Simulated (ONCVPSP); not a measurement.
**Si: generating and testing an ONCV potential**

Do these settings give a usable potential? It is generated, then checked for transferability, scattering, ghosts and hardness.

The numbers are computed with ONCVPSP 4.0.1 (PBE, scalar-relativistic, spin-unpolarised reference atom).

### 1 Starting point

Typed settings, in words:

| Item | Value |
| --- | --- |
| element | silicon (Si, Z = 14) |
| type | optimised norm-conserving Vanderbilt (ONCV) |
| frozen core | [Ne] |
| valence charge | 4 |
| reference configuration | 3s2 3p2 |
| partial waves | 3s: rc 1.95 bohr, ncon 4, nbas 9, qcut 2.8 1/bohr, 3 projectors, debl 2.3 Ha; 3p: rc 2.05 bohr, ncon 4, nbas 8, qcut 4 1/bohr, 1 projector; d scattering state at 0.13 Ha: rc 2.00 bohr, ncon 4, nbas 8, qcut 5.2 1/bohr, 2 projectors, debl 1 Ha |
| local potential | polynomial inside 1.40 bohr (lpopt 5, dvloc0 3 Ha) |
| core correction | not asked for |

An earlier all-electron run gives the scale for the radii.

All-electron outer shells of the reference configuration (PBE, scalar-relativistic, ld1.x):

```json
{"shell": "2s", "level (eV)": "-139.50", "outermost node (bohr)": "0.15", "outermost maximum (bohr)": "0.45"}
{"shell": "2p", "level (eV)": "-95.56", "outermost node (bohr)": "–", "outermost maximum (bohr)": "0.39"}
{"shell": "3s", "level (eV)": "-10.81", "outermost node (bohr)": "0.72", "outermost maximum (bohr)": "1.80"}
{"shell": "3p", "level (eV)": "-4.08", "outermost node (bohr)": "0.72", "outermost maximum (bohr)": "2.17"}
```

### 2 Generation

The input, Si.dat:

```
# ATOM AND REFERENCE CONFIGURATION
# atsym  z   nc   nv     iexc    psfile
  Si 14.00    3    2        4      upf
#
#   n    l    f
    1    0    2.00
    2    0    2.00
    2    1    6.00
    3    0    2.00
    3    1    2.00
#
# PSEUDOPOTENTIAL AND OPTIMIZATION
# lmax
    2
#
#   l,   rc,      ep,       ncon, nbas, qcut
    0    1.95    0.00    4    9    2.80
    1    2.05    0.00    4    8    4.00
    2    2.00    0.13    4    8    5.20
#
# LOCAL POTENTIAL
# lloc, lpopt,  rc(5),   dvloc0
    4    5    1.40    3.00
#
# VANDERBILT-KLEINMAN-BYLANDER PROJECTORs
# l, nproj, debl
    0    3    2.30
    1    1    3.50
    2    2    1.00
#
# MODEL CORE CHARGE
# icmod, fcfact, rcfact
    0    0.00    0.00
#
# LOG DERIVATIVE ANALYSIS
# epsh1, epsh2, depsh
   -2.00    5.00    0.02
#
# OUTPUT GRID
# rlmax, drl
    6.00    0.01
#
# TEST CONFIGURATIONS
# ncnf
    4
# nvcnf
#   n    l    f
    2
    3    0    2.00
    3    1    1.00
#
    2
    3    0    2.00
    3    1    0.00
#
    2
    3    0    1.00
    3    1    0.00
#
    2
    3    0    1.00
    3    1    2.00
#
```

On the command line:

```bash
oncvpsp.x < Si.dat > Si.out
```

**Question.** What will these runs give? Wanted: cutoffs for 1 and 0.1 mHa per electron, occupied waves; bound ghosts; GHOST(+) flags; largest test error; largest phase difference near zero energy, channels read.

The runs gave:

```
                                                quantity                 value
  cutoffs for 1 and 0.1 mHa per electron, occupied waves       24 Ha and 60 Ha
                                            bound ghosts            none found
                                          GHOST(+) flags    none at low energy
                            largest test error (AE − PS)  +42 meV, for 3s1 3p0
largest phase difference near zero energy, channels read             0.004 rad
```

**Reading.** The worst unpolarised test, 3s1 3p0, is off by 42 meV on 57.7 eV; by total energies transferability rates as fair. That test lies far up in energy; among those under 40 eV, nearer to bonding, the largest error is 4.0 meV. By its cutoff, 24 Ha for the looser tolerance, it is of middling hardness. The tighter tolerance needs 60 Ha, and converged work needs a cutoff nearer that. At the looser tolerance the 3s wave is the slowest; 3p needs 3 Ha. It is free of bound ghosts as far as tested. Near zero energy the phases of the channels with partial waves agree within 0.004 rad.
